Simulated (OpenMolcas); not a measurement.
**Yb³⁺ with 4 ligands (fluoride): CASSCF and CASPT2 levels and susceptibility**

Aim: the ligand-field states of Yb³⁺ in this surrounding, its lowest levels with spin-orbit coupling and its magnetic susceptibility.

Program: OpenMolcas 26.06. Level of theory: state-averaged CASSCF and CASPT2, spin-orbit coupling by RASSI with atomic mean-field integrals. These are calculated values, not measurements, unless marked.

### 1 What is computed

| Quantity | Value |
| --- | --- |
| Species | Yb³⁺ (ytterbium, Z = 70, 67 electrons) |
| Basis | ANO-RCC-VDZP [7s6p4d2f1g], 124 functions with the ligands |
| Scalar Hamiltonian | DKH2, point nucleus |
| Inactive shells | 1s 2s 2p 3s 3p 3d 4s 4p 4d 5s 5p of the metal, and all ligand shells |
| Active space | 13 electrons in 7 orbitals (4f) |
| Some configurations of this space | 4f¹³ |
| Orbitals | optimised for the highest spin of each parity, averaged over all roots |

The outer shells:

4f13
```
4f [↑↓][↑↓][↑↓][↑↓][↑↓][↑↓][↑ ]
```

Yb³⁺ is taken with 4 ligands (fluoride) in tetrahedron coordination (Td) at 2.05 Å. A charge of +0.25 e stands 2.8 Å behind each ligand. Ligand basis ANO-RCC-VDZP. The distances are assumed, not relaxed.

```xyz
5

Yb    0.0000    0.0000    0.0000
F     1.1836    1.1836    1.1836
F     1.1836   -1.1836   -1.1836
F    -1.1836    1.1836   -1.1836
F    -1.1836   -1.1836    1.1836
```

Each step is its own input file, run in one work folder so that later steps find the files of earlier ones. Only the result sections of each output are shown. Labels, J, g values, rates, χT and fits are worked out afterwards by a script from the matrices that RASSI stores.

### 2 One- and two-electron integrals

File a.inp:

```
&GATEWAY
Coord
5

Yb 0.0 0.0 0.0
F 1.183568 1.183568 1.183568
F 1.183568 -1.183568 -1.183568
F -1.183568 1.183568 -1.183568
F -1.183568 -1.183568 1.183568
Basis=Yb.ANO-RCC-VDZP,F.ANO-RCC-VDZP
Group=NoSym
NoMove
AngMom=0.0 0.0 0.0
AMFI
RICD
XField
4 Angstrom 0
2.800149 2.800149 2.800149 0.250000
2.800149 -2.800149 -2.800149 0.250000
-2.800149 2.800149 -2.800149 0.250000
-2.800149 -2.800149 2.800149 0.250000
&SEWARD
```

Run with:

```bash
$ OMP_NUM_THREADS=1 MOLCAS_MEM=2457 MOLCAS_PROJECT=a pymolcas a.inp > a.log
```

### 3 CASSCF: doublets, 7 roots

File a.inp:

```
&RASSCF
FileOrb=start.orb
Symmetry=1
Spin=2
nActEl=13 0 0
Inactive=47
Ras2=7
CIRoot=7 7 1
SDav=7
CIMx=300
Iter=150 100
PrWF=0.3
OrbListing=Nothing
MaxOrb=0
LevShft=1.0
>>> COPY $Project.JobIph JOB001
```

start.orb holds start orbitals that the driver prepared beforehand, or those of the step before.

### 4 State interaction with spin-orbit coupling

File a.inp:

```
&RASSI
NrOfJobIphs=1 7
1 2 3 4 5 6 7
IphNames
JOB001
EJob
SpinOrbit
DIPRint=1.0
SOCoupling=1000.0
Subsets=2
Property=9
'ANGMOM' 1 'ANGMOM' 2 'ANGMOM' 3 'MLTPL  1' 1 'MLTPL  1' 2 'MLTPL  1' 3
'AMFI' 1 'AMFI' 2 'AMFI' 3
SOProperty=3
'ANGMOM' 1 'ANGMOM' 2 'ANGMOM' 3
```

### 5 CASPT2: IPEA 0.25, imaginary shift 0.1 (closed shells correlated: 5s 5p of the metal, with ligand shells; the Frozen line counts the rest)

File a.inp:

```
>>> COPY JOB001 $Project.JobIph
&CASPT2
Multistate=7 1 2 3 4 5 6 7
NoMult
Frozen=27
IPEA=0.25
Imaginary=0.1
MaxIter=60
WThr=0.0 0.3 0.05
PrWF=0.5
NoMix
```

(Steps that only read results are left out.)

Before running it: what results should come out? Wanted: spin-free ground state; first state of the same spin within the active space; lowest level; next level.

The runs gave:

```
                                            quantity                                                                                                                                          value
                                              method  SS-CASPT2, IPEA 0.25, imaginary shift 0.1 (closed shells correlated: 5s 5p of the metal, with ligand shells; the Frozen line counts the rest)
                              spin-free ground state                                                                                                                2A1, 1-fold in its orbital part
first state of the same spin within the active space                                                                                                                                2T1 at 382 cm⁻¹
                                        lowest level                                                                                                                2-fold Γ6, g = 3.44, 3.44, 3.44
                                          next level                                                                                                                                     276.2 cm⁻¹
                                         χT at 300 K                                                                                                                                 2.42 cm³ K/mol
                           effective moment at 300 K                                                                                                                                        4.40 μB
```

Cost by method:

```tsv
method	time of its own steps	time with the reference
A. CASSCF	19 s	19 s
B. SS-CASPT2, IPEA 0.25, imaginary shift 0.1, +5s 5p	36 s	55 s
```

Times are of one thread on a shared host.

**Reading.** The spin-free ground state (2A1) comes to 100 % from free-ion F terms and keeps the highest spin of the shell. CASPT2 does not keep the components of a term degenerate, and the means are used.
